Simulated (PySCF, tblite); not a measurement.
# C7H9O2 radical: geometry, infrared bands and EPR parameters

What infrared bands and EPR parameters should C7H9O2 radical (`[H]/[C]=C(/C)[C@@H]1COCC1=O`) show?

Programs: tblite 0.8.0 and PySCF 2.14.0, with density-fitted response routines of our own. Each step states its level of theory. These are calculated values for one molecule in the gas phase, unless marked as measured. Atoms are numbered from 0 throughout.

## (1) The molecule as given

18 atoms, charge 0, multiplicity 2; geometry from: force field or distance geometry start.

Bonds of the start (Å): C0–C1 1.30, C1–C2 1.53, C1–C3 1.51, C3–C4 1.52, C4–O5 1.44, O5–C6 1.44, C6–C7 1.51, C7–O8 1.22, C7–C3 1.50, C0–H9 1.06, C2–H10 1.09, C2–H11 1.10, C2–H12 1.08, C3–H13 1.11, C4–H14 1.10, C4–H15 1.10, C6–H16 1.09, C6–H17 1.10.

## (2) Geometry optimisation with GFN2-xTB

The job: settings as JSON, then the geometry in Å.

```
{"job": {"kind": "relax", "xc": "GFN2-xTB", "basis": "xTB"}, "charge": 0, "multiplicity": 2}
C      1.126500     0.787100    -1.645900
C      1.154900     0.208400    -0.487400
C      2.356300     0.365000     0.439200
C      0.026200    -0.626500     0.076600
C     -1.018100    -1.151200    -0.896200
O     -2.018800    -0.127700    -1.055000
C     -2.175000     0.501100     0.227200
C     -0.865300     0.229600     0.934100
O     -0.578600     0.649000     2.044100
H      1.074300     1.271900    -2.591000
H      2.732500    -0.611200     0.736200
H      2.065400     0.923900     1.336600
H      3.156400     0.912600    -0.046600
H      0.425600    -1.475000     0.663300
H     -0.610200    -1.398000    -1.883200
H     -1.519500    -2.041100    -0.494900
H     -2.337200     1.571300     0.095000
H     -3.004200     0.017200     0.763100
```

Launch:

```bash
> OMP_NUM_THREADS=1 python probes_run.py task.json out
```

The driver reads the jobs from task.json and runs them one after another.

**Question.** This job is followed by: GFN2-xTB harmonic vibrations, gas phase; UKS B3LYP, pcH-1 on C H O, non-relativistic, mean-field spin-orbit, GIAO. Predict these results of the whole session: strongest single infrared mode (GFN2-xTB); zero-point energy (GFN2-xTB); g(iso) (B3LYP); ⟨S²⟩; largest a(iso) (averaged by class); potential on the surface of density 0.002 e/bohr³, 1st and 99th percentile.

The runs gave:

```
                                                                  quantity                  value
                                 strongest single infrared mode (GFN2-xTB)  1784 cm⁻¹, 370 km/mol
                                              zero-point energy (GFN2-xTB)          88.1 kcal/mol
                                                            g(iso) (B3LYP)                2.00237
                                                                      ⟨S²⟩     0.759 (exact 0.75)
                                        largest a(iso) (averaged by class)   13C on C0, 267.8 MHz
potential on the surface of density 0.002 e/bohr³, 1st and 99th percentile     -1.46 V and 1.15 V
```

The optimisation took 81 steps and gained 0.266 eV; among the close pairs (by a distance rule), C1–C3 changed most, from 1.513 to 1.558 Å. No mode is imaginary among the 48: a minimum at this level. The strongest single mode, at 1784 cm⁻¹, moves mainly C7 and O8. Unscaled tight-binding wavenumbers are off by several per cent, some by more. Its intensities can rank the bands wrongly. Most of the unpaired spin sits on C0 (1.03 e). The isotropic g lies 0.1 ppt above the free-electron value.
